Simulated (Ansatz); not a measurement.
# Nudged elastic band run: Si

Input:

```yaml
crystal:
  lattice:
    - [0.0, 5.43, 5.43]
    - [5.43, 0.0, 5.43]
    - [5.43, 5.43, 0.0]
  atoms:
    - { symbol: Si, position: [0.00341914, -0.00327481, -0.00330227] }
    - { symbol: Si, position: [0.13219262, 0.12260469, 0.12237316] }
    - { symbol: Si, position: [0.00352873, -0.00308427, 0.50259046] }
    - { symbol: Si, position: [0.12478727, 0.12612165, 0.62440281] }
    - { symbol: Si, position: [0.00342918, 0.5028825, -0.00319468] }
    - { symbol: Si, position: [0.12473914, 0.62445054, 0.12620576] }
    - { symbol: Si, position: [-2.769e-05, 0.49999263, 0.50006335] }
    - { symbol: Si, position: [0.1247884, 0.62462535, 0.62449297] }
    - { symbol: Si, position: [0.50072912, -0.00014547, -0.00092096] }
    - { symbol: Si, position: [0.62306328, 0.12266653, 0.12249071] }
    - { symbol: Si, position: [0.49703534, -0.00307726, 0.50268301] }
    - { symbol: Si, position: [0.62329003, 0.12307861, 0.63046293] }
    - { symbol: Si, position: [0.49700742, 0.50292107, -0.00313483] }
    - { symbol: Si, position: [0.62311188, 0.63127416, 0.1226753] }
    - { symbol: Si, position: [0.49700525, 0.50322129, 0.50283101] }
    - { symbol: Si, position: [0.62608664, 0.62464902, 0.62455067] }
    - { symbol: Si, position: [0.75070695, 0.24985757, 0.2491152] }
basis:
  ecutwfc: 420.0
kpoints:
  mp_grid: { grid: [2, 2, 2] }
hamiltonian:
  xc: pbe
scf:
  occupations: { method: gaussian, width: 0.05 }
  lower_state_search: "off"
  max_iter: 66
neb:
  images: 3
  f_tol: 0.05
  max_iterations: 50
  order_check: false
  max_displacement: 1.0
  optimiser: fire
  final_atoms:
    - { symbol: Si, position: [0.00042882, 0.00033865, 0.00052424] }
    - { symbol: Si, position: [0.12507423, 0.12518739, 0.12489901] }
    - { symbol: Si, position: [0.00040029, 0.00031836, 0.49877192] }
    - { symbol: Si, position: [0.12196648, 0.12154033, 0.62825702] }
    - { symbol: Si, position: [0.00028349, 0.4990854, 0.00031209] }
    - { symbol: Si, position: [0.12169027, 0.62808847, 0.12219664] }
    - { symbol: Si, position: [-0.00686202, 0.50202342, 0.50239732] }
    - { symbol: Si, position: [0.12161919, 0.6280761, 0.62803188] }
    - { symbol: Si, position: [0.49896057, 0.0002695, 0.0003779] }
    - { symbol: Si, position: [0.62815737, 0.12140816, 0.12234153] }
    - { symbol: Si, position: [0.50241812, -0.00775396, 0.50263988] }
    - { symbol: Si, position: [0.62812852, 0.12135292, 0.62808452] }
    - { symbol: Si, position: [0.50189706, 0.50174187, -0.00569909] }
    - { symbol: Si, position: [0.62807095, 0.62807301, 0.12185439] }
    - { symbol: Si, position: [0.50178653, 0.50164204, 0.50190656] }
    - { symbol: Si, position: [0.62458365, 0.62377151, 0.6256538] }
    - { symbol: Si, position: [0.37461054, 0.37380652, 0.37563169] }
```

Run as:

```bash
$ ansatz run input.yaml --threads 1 --pin off --max-ram 3072MiB --backend cpu --events-out ev --progress --plain --runs-dir out
```

Output, in part (warnings, iteration lines):

```
NEB end point (image 0): max|allowed force component| = 2.266e-2 eV/Å (the criterion of neb.relax_end_points is 1.000e-2)
NEB end point (image 4): max|allowed force component| = 2.511e-2 eV/Å (the criterion of neb.relax_end_points is 1.000e-2)
NEB iter   1: max|band force component| = 1.515e0 eV/Å  barrier→ = 0.9636 eV  barrier← = 0.9635 eV  Δτ_max = 0.0218 Å  (35 SCF iters)
NEB iter   2: max|band force component| = 1.065e0 eV/Å  barrier→ = 0.7747 eV  barrier← = 0.7746 eV  Δτ_max = 0.0370 Å  (18 SCF iters)
NEB iter   3: max|band force component| = 3.590e-1 eV/Å  barrier→ = 0.5836 eV  barrier← = 0.5835 eV  CI = image 2  Δτ_max = 0.0399 Å  (18 SCF iters)
NEB iter   4: max|band force component| = 3.916e-1 eV/Å  barrier→ = 0.5430 eV  barrier← = 0.5429 eV  CI = image 2  Δτ_max = 0.0021 Å  (18 SCF iters)
NEB iter   5: max|band force component| = 3.609e-1 eV/Å  barrier→ = 0.5363 eV  barrier← = 0.5362 eV  CI = image 2  Δτ_max = 0.0041 Å  (12 SCF iters)
NEB iter   6: max|band force component| = 3.018e-1 eV/Å  barrier→ = 0.5245 eV  barrier← = 0.5244 eV  CI = image 2  Δτ_max = 0.0060 Å  (13 SCF iters)
NEB iter   7: max|band force component| = 2.598e-1 eV/Å  barrier→ = 0.5105 eV  barrier← = 0.5104 eV  CI = image 2  Δτ_max = 0.0076 Å  (13 SCF iters)
NEB iter   8: max|band force component| = 2.125e-1 eV/Å  barrier→ = 0.4971 eV  barrier← = 0.4970 eV  CI = image 2  Δτ_max = 0.0089 Å  (15 SCF iters)
NEB iter   9: max|band force component| = 2.015e-1 eV/Å  barrier→ = 0.4866 eV  barrier← = 0.4865 eV  CI = image 2  Δτ_max = 0.0097 Å  (15 SCF iters)
NEB iter  10: max|band force component| = 2.050e-1 eV/Å  barrier→ = 0.4795 eV  barrier← = 0.4794 eV  CI = image 2  Δτ_max = 0.0111 Å  (15 SCF iters)
NEB iter  11: max|band force component| = 2.021e-1 eV/Å  barrier→ = 0.4738 eV  barrier← = 0.4737 eV  CI = image 2  Δτ_max = 0.0133 Å  (17 SCF iters)
NEB iter  12: max|band force component| = 2.102e-1 eV/Å  barrier→ = 0.4663 eV  barrier← = 0.4662 eV  CI = image 2  Δτ_max = 0.0165 Å  (17 SCF iters)
NEB iter  13: max|band force component| = 2.103e-1 eV/Å  barrier→ = 0.4536 eV  barrier← = 0.4535 eV  CI = image 2  Δτ_max = 0.0198 Å  (17 SCF iters)
NEB iter  14: max|band force component| = 1.545e-1 eV/Å  barrier→ = 0.4343 eV  barrier← = 0.4342 eV  CI = image 2  Δτ_max = 0.0232 Å  (17 SCF iters)
NEB iter  15: max|band force component| = 1.009e-1 eV/Å  barrier→ = 0.4118 eV  barrier← = 0.4117 eV  CI = image 2  Δτ_max = 0.0263 Å  (17 SCF iters)
NEB iter  16: max|band force component| = 1.201e-1 eV/Å  barrier→ = 0.3920 eV  barrier← = 0.3919 eV  CI = image 2  Δτ_max = 0.0284 Å  (17 SCF iters)
NEB iter  17: max|band force component| = 1.716e-1 eV/Å  barrier→ = 0.3759 eV  barrier← = 0.3758 eV  CI = image 2  Δτ_max = 0.0293 Å  (17 SCF iters)
NEB iter  18: max|band force component| = 1.633e-1 eV/Å  barrier→ = 0.3568 eV  barrier← = 0.3567 eV  CI = image 2  Δτ_max = 0.0343 Å  (16 SCF iters)
NEB iter  19: max|band force component| = 1.249e-1 eV/Å  barrier→ = 0.3357 eV  barrier← = 0.3356 eV  CI = image 2  Δτ_max = 0.0376 Å  (18 SCF iters)
NEB iter  20: max|band force component| = 1.190e-1 eV/Å  barrier→ = 0.3243 eV  barrier← = 0.3242 eV  CI = image 2  Δτ_max = 0.0447 Å  (18 SCF iters)
NEB iter  21: max|band force component| = 1.489e-1 eV/Å  barrier→ = 0.3174 eV  barrier← = 0.3173 eV  CI = image 2  Δτ_max = 0.0015 Å  (18 SCF iters)
NEB iter  22: max|band force component| = 1.294e-1 eV/Å  barrier→ = 0.3164 eV  barrier← = 0.3163 eV  CI = image 2  Δτ_max = 0.0029 Å  (12 SCF iters)
NEB iter  23: max|band force component| = 1.055e-1 eV/Å  barrier→ = 0.3149 eV  barrier← = 0.3148 eV  CI = image 2  Δτ_max = 0.0043 Å  (12 SCF iters)
NEB iter  24: max|band force component| = 9.318e-2 eV/Å  barrier→ = 0.3137 eV  barrier← = 0.3136 eV  CI = image 2  Δτ_max = 0.0056 Å  (13 SCF iters)
NEB iter  25: max|band force component| = 8.020e-2 eV/Å  barrier→ = 0.3132 eV  barrier← = 0.3131 eV  CI = image 2  Δτ_max = 0.0066 Å  (13 SCF iters)
NEB iter  26: max|band force component| = 6.835e-2 eV/Å  barrier→ = 0.3135 eV  barrier← = 0.3134 eV  CI = image 2  Δτ_max = 0.0009 Å  (15 SCF iters)
NEB iter  27: max|band force component| = 6.548e-2 eV/Å  barrier→ = 0.3133 eV  barrier← = 0.3132 eV  CI = image 2  Δτ_max = 0.0017 Å  (9 SCF iters)
NEB iter  28: max|band force component| = 5.992e-2 eV/Å  barrier→ = 0.3131 eV  barrier← = 0.3130 eV  CI = image 2  Δτ_max = 0.0024 Å  (12 SCF iters)
NEB iter  29: max|band force component| = 5.267e-2 eV/Å  barrier→ = 0.3129 eV  barrier← = 0.3128 eV  CI = image 2  Δτ_max = 0.0031 Å  (12 SCF iters)
NEB iter  30: max|band force component| = 4.988e-2 eV/Å  barrier→ = 0.3128 eV  barrier← = 0.3127 eV  CI = image 2  Δτ_max = 0.0000 Å  (12 SCF iters)
```

The forces met the threshold. The order of the stationary point at the top wasn't checked. Limits of this set-up: coarse k mesh.

Final band (atoms are numbered from 1 in the order of the input):

| image | path coordinate (Å) | energy (eV) | Si2–Si17 (Å) | Si7–Si17 (Å) |
| --- | --- | --- | --- | --- |
| 0 | 0.00 | 0.00 | 2.39 | 4.70 |
| 1 | 0.73 | 0.18 | 2.51 | 4.07 |
| 2 | 1.48 | 0.31 | 3.22 | 3.22 |
| 3 | 2.22 | 0.18 | 4.06 | 2.51 |
| 4 | 2.95 | 0.00 | 4.70 | 2.39 |

Time of the run: 7.1 min on 1 thread of Arm Neoverse V2 (shared host), peak memory 0.71 GiB.
